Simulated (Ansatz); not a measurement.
# Si3H10N2ClO radical: a reaction path by the nudged elastic band

Method: PBE0-D4/def2-SVP, unrestricted; program: Ansatz 0.2.0, Gaussian basis.

### Step 1. Starting geometry

The first end: 17 atoms, charge 0, spin multiplicity 2.

Atoms are counted from 1 here; the program's logs count them from 0.

Bond lengths: Si1–N2 1.770 Å, Si1–N4 1.713 Å, Si1–Cl6 2.296 Å, Si1–O8 1.989 Å, N2–Si3 1.733 Å, N2–H9 1.010 Å, Si3–H10 1.492 Å, Si3–H11 1.488 Å, Si3–H12 1.486 Å, N4–Si5 1.739 Å, N4–H13 1.011 Å, Si5–H14 1.484 Å, Si5–H15 1.490 Å, Si5–H16 1.483 Å, H7–O8 0.965 Å, O8–H17 0.974 Å. Angles: N2–Si1–N4 103.5°, N2–Si1–Cl6 159.1°, N2–Si1–O8 87.9°, N4–Si1–Cl6 95.6°, N4–Si1–O8 101.2°, Cl6–Si1–O8 80.2°, Si1–N2–Si3 129.5°, Si1–N2–H9 113.1°, Si3–N2–H9 115.1°, N2–Si3–H10 112.7°, N2–Si3–H11 110.5°, N2–Si3–H12 108.9°, H10–Si3–H11 106.9°, H10–Si3–H12 108.4°, H11–Si3–H12 109.4°, Si1–N4–Si5 131.4°, Si1–N4–H13 114.3°, Si5–N4–H13 114.1° and more.

As a file:

```
Si   -0.5167   -1.0872   -0.0005
N    -0.6896   -0.4773   -1.6533
Si   -0.2367    1.0591   -2.3158
N    -0.5322    0.3344    0.9542
Si   -0.1470    0.6002    2.6288
Cl    0.0508   -2.5039    1.7147
H     1.5692   -1.5529   -1.2755
O     1.4294   -1.2906   -0.3571
H    -1.3590   -0.9985   -2.2005
H    -0.8581    2.2053   -1.5903
H     1.2375    1.2449   -2.2376
H    -0.6676    1.1153   -3.7373
H    -0.8919    1.1515    0.4787
H     1.2596    0.2420    2.9384
H    -0.3184    2.0654    2.8371
H    -1.0491   -0.1159    3.5634
H     1.7200   -1.9920    0.2525
```

The second end:

```xyz
17
ClH10N2OSi3
Si   -0.06322   -1.35958    0.25728
N    -0.55646   -0.57570   -1.79302
Si    0.04310    1.04313   -2.21766
N    -0.43383    0.17128    0.96575
Si   -0.24348    0.68198    2.61457
Cl    0.31467   -2.47128    2.05873
H    -0.07007   -1.31394   -2.29294
O     1.43918   -1.48822   -0.45561
H    -1.55057   -0.70274   -1.94907
H    -0.85030    1.99876   -1.51760
H     1.43976    1.15700   -1.75924
H    -0.04991    1.28517   -3.68131
H    -0.91815    0.84109    0.38797
H     1.15444    0.51906    3.08377
H    -0.58383    2.13352    2.61783
H    -1.15392   -0.00569    3.56462
H     2.08279   -1.91395    0.11582
```

### Step 2. The band at PBE0-D4/def2-SVP

The input, neb/in.yaml:

```yaml
crystal:
  periodic: [false, false, false]
  atoms:
    - {symbol: Si, position_ang: [-0.516713, -1.087214, -0.000525]}
    - {symbol: N, position_ang: [-0.689615, -0.477324, -1.653304]}
    - {symbol: Si, position_ang: [-0.236653, 1.059149, -2.315811]}
    - {symbol: N, position_ang: [-0.532202, 0.334433, 0.954163]}
    - {symbol: Si, position_ang: [-0.147042, 0.600168, 2.628832]}
    - {symbol: Cl, position_ang: [0.050829, -2.503857, 1.714669]}
    - {symbol: H, position_ang: [1.569236, -1.552913, -1.275477]}
    - {symbol: O, position_ang: [1.429449, -1.290574, -0.357067]}
    - {symbol: H, position_ang: [-1.359029, -0.998483, -2.200473]}
    - {symbol: H, position_ang: [-0.858139, 2.205263, -1.590332]}
    - {symbol: H, position_ang: [1.237544, 1.244909, -2.237613]}
    - {symbol: H, position_ang: [-0.667560, 1.115339, -3.737316]}
    - {symbol: H, position_ang: [-0.891917, 1.151459, 0.478707]}
    - {symbol: H, position_ang: [1.259611, 0.242022, 2.938435]}
    - {symbol: H, position_ang: [-0.318431, 2.065408, 2.837108]}
    - {symbol: H, position_ang: [-1.049120, -0.115872, 3.563399]}
    - {symbol: H, position_ang: [1.719956, -1.992013, 0.252510]}
basis:
  gaussian: {orbitals: def2-SVP}
magnetization: {spin_polarized: true, initial_magnetization: 1}
hamiltonian: {xc: pbe0, dispersion: d4}
neb:
  images: 5
  climbing: true
  max_iterations: 40
  initial_path: idpp
  final_atoms:
    - {symbol: Si, position_ang: [-0.063217, -1.359583, 0.257279]}
    - {symbol: N, position_ang: [-0.556461, -0.575698, -1.793021]}
    - {symbol: Si, position_ang: [0.043104, 1.043135, -2.217659]}
    - {symbol: N, position_ang: [-0.433830, 0.171275, 0.965753]}
    - {symbol: Si, position_ang: [-0.243478, 0.681978, 2.614574]}
    - {symbol: Cl, position_ang: [0.314674, -2.471277, 2.058726]}
    - {symbol: H, position_ang: [-0.070069, -1.313937, -2.292936]}
    - {symbol: O, position_ang: [1.439178, -1.488216, -0.455611]}
    - {symbol: H, position_ang: [-1.550569, -0.702737, -1.949068]}
    - {symbol: H, position_ang: [-0.850300, 1.998763, -1.517601]}
    - {symbol: H, position_ang: [1.439760, 1.157004, -1.759237]}
    - {symbol: H, position_ang: [-0.049913, 1.285169, -3.681314]}
    - {symbol: H, position_ang: [-0.918154, 0.841087, 0.387970]}
    - {symbol: H, position_ang: [1.154443, 0.519058, 3.083770]}
    - {symbol: H, position_ang: [-0.583834, 2.133524, 2.617829]}
    - {symbol: H, position_ang: [-1.153922, -0.005691, 3.564623]}
    - {symbol: H, position_ang: [2.082789, -1.913954, 0.115819]}
```

On the command line:

```
$ ansatz run in.yaml --threads 4 --pin off --events-out ev --progress --plain --max-ram 66560MiB --backend cuda --devices 0, --max-vram 37GiB
```

**Question.** How long does this run take on 1 × a share of an NVIDIA H100 with 4 threads of AMD EPYC 7R13, shared host?

About 2.7 min.
